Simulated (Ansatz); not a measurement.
# TaAl: the cost of one run

Program: Ansatz 0.2.0. Level of theory: DFT PBE, scalar-relativistic, plane waves, PAW. These are calculated values, not measurements.

1 further run of the same task is left out (it didn't finish).

## (1) The starting structure

It takes space group R-3m (No. 166, trigonal). Conventional cell: a = 2.883 Å, b = 2.883 Å, c = 14.124 Å, α = 90.00°, β = 90.00°, γ = 120.00°. Ta (site symmetry -3m) has 6 Al at 2.88 Å and 6 Ta at 2.88 Å as nearest neighbours. Al (site symmetry -3m) is surrounded by 6 Ta at 2.88 Å and 6 Al at 2.88 Å.

Coordinates:

```cif
data_structure
_symmetry_space_group_name_H-M 'R-3m:H'
_symmetry_Int_Tables_number 166
_cell_length_a 2.8830
_cell_length_b 2.8830
_cell_length_c 14.1236
_cell_angle_alpha 90.000
_cell_angle_beta 90.000
_cell_angle_gamma 120.000
_cell_volume 101.66
loop_
_atom_site_label
_atom_site_type_symbol
_atom_site_symmetry_multiplicity
_atom_site_Wyckoff_symbol
_atom_site_fract_x
_atom_site_fract_y
_atom_site_fract_z
_atom_site_occupancy
Ta1 Ta 3 b 0.66667 0.33333 0.83333 1
Al1 Al 3 a 0.00000 0.00000 0.00000 1
```

A structure generator made this guess: ordered superstructure of fcc (R-3m, No. 166). The dimensions are guesses.

## (2) A first look at the guess

Input file input.yaml:

```yaml
crystal:
  lattice:
    - [1.4414838, 0.83224106, 4.70786637]
    - [-1.4414838, 0.83224106, 4.70786637]
    - [0.0, -1.66448212, 4.70786637]
  atoms:
    - { symbol: Ta, position: [0.5, 0.5, 0.5] }
    - { symbol: Al, position: [0.0, 0.0, 0.0] }
basis:
  ecutwfc: 420
kpoints:
  mp_grid: { grid: [6, 6, 6] }
hamiltonian:
  xc: pbe
scf:
  occupations: { method: gaussian, width: 0.1 }
  lower_state_search: "off"
output:
  forces: true
  stress: true
  eigenvalues: true
```

Run with:

```
$ ansatz run input.yaml --threads 1 --pin off --max-ram 2560MiB --backend cpu --events-out ev --progress --plain --runs-dir out
```

**Question.** How long does this run take on 1 thread of Arm Neoverse V2, shared host, and how much memory does it need?

About 1.2 s, with a peak of 0.27 GiB.
